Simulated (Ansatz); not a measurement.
# BrH₃O₃Zr: up Jacob's ladder to CCSD(T)

One table from this session's results is given with a row withheld; the runs are named, their logs left out.

Computed with Ansatz 0.2.0, Gaussian basis. Level: functionals in def2-TZVPP, the program's frozen cores in correlated methods.

Plan: PBE-D4, r2SCAN-D4, PBE0-D4, B3LYP-D4, ωB97X-V, ωB97M-V, B2PLYP; CCSD(T)/def2-TZVPP; MP2/def2-QZVPP; extrapolation to the limit.

### Structure used throughout

An earlier PBE0-D4 in a triple-zeta def2 set relaxation fixed the geometry. Zr takes the def2 core potential; no spin-orbit term is included.

SMILES `[OH][Zr]([OH])([OH])[Br]`, 8 atoms, charge 0, spin multiplicity 1.

Atoms are counted from 1 here; the program's logs count them from 0.

Bond lengths: O1–Zr2 1.910 Å, O1–H6 0.952 Å, Zr2–O3 1.910 Å, Zr2–O4 1.910 Å, Zr2–Br5 2.543 Å, O3–H7 0.952 Å, O4–H8 0.952 Å. Angles: Zr2–O1–H6 165.0°, O1–Zr2–O3 110.0°, O1–Zr2–O4 110.0°, O1–Zr2–Br5 109.0°, O3–Zr2–O4 110.0°, O3–Zr2–Br5 109.0°, O4–Zr2–Br5 109.0°, Zr2–O3–H7 165.0°, Zr2–O4–H8 165.0°.

As a file:

```xyz
8
charge 0, multiplicity 1
O    -0.9525    1.4374    0.6272
Zr    0.0449    0.0856   -0.2817
O     1.7368   -0.1597    0.5701
O    -0.9304   -1.5567   -0.2789
Br    0.4276    0.8162   -2.6867
H    -1.6213    1.9310    1.0922
H     2.5013   -0.0914    1.1340
H    -1.2064   -2.4624   -0.1763
```

Set-up of the first run:

Input file in.yaml:

```yaml
crystal:
  periodic: [false, false, false]
  atoms:
    - {symbol: O, position_ang: [-0.952463, 1.437414, 0.627222]}
    - {symbol: Zr, position_ang: [0.044884, 0.085578, -0.281650]}
    - {symbol: O, position_ang: [1.736800, -0.159708, 0.570092]}
    - {symbol: O, position_ang: [-0.930419, -1.556667, -0.278922]}
    - {symbol: Br, position_ang: [0.427647, 0.816168, -2.686656]}
    - {symbol: H, position_ang: [-1.621275, 1.931002, 1.092199]}
    - {symbol: H, position_ang: [2.501274, -0.091351, 1.134047]}
    - {symbol: H, position_ang: [-1.206426, -2.462446, -0.176341]}
basis:
  gaussian: {orbitals: def2-TZVPP}
hamiltonian: {xc: pbe, dispersion: d4}
output: {forces: true, orbitals: {seedname: orbitals}}
```

On the command line:

```
$ ansatz run in.yaml --threads 4 --pin off --events-out ev --progress --plain --max-ram 10444MiB
```

Among the steps run: PBE-D4 (GGA); r2SCAN-D4 (meta-GGA); PBE0-D4 (hybrid); B3LYP-D4 (hybrid); ωB97X-V (range-separated); ωB97M-V (range-separated); B2PLYP (double hybrid).

One table of the session follows, with a row left open; its other results are not shown here.

It belongs to the step «Orbital energies across the functionals». 

| functional | HOMO (eV) | gap (eV) |
| --- | --- | --- |
| PBE-D4 | -6.68 | 5.49 |
| r2SCAN-D4 | -7.02 | 6.04 |
| PBE0-D4 | -7.98 | 7.67 |
| B3LYP-D4 | -7.70 | 7.11 |
| ωB97X-V | -10.31 | 11.44 |
| ωB97M-V | ? | ? |

Q: Estimate the row for ωB97M-V from the others.

The run gave: HOMO (eV): -10.18; gap (eV): 10.74. In the column «HOMO (eV)» it lies between ωB97X-V (-10.31) and PBE0-D4 (-7.98).
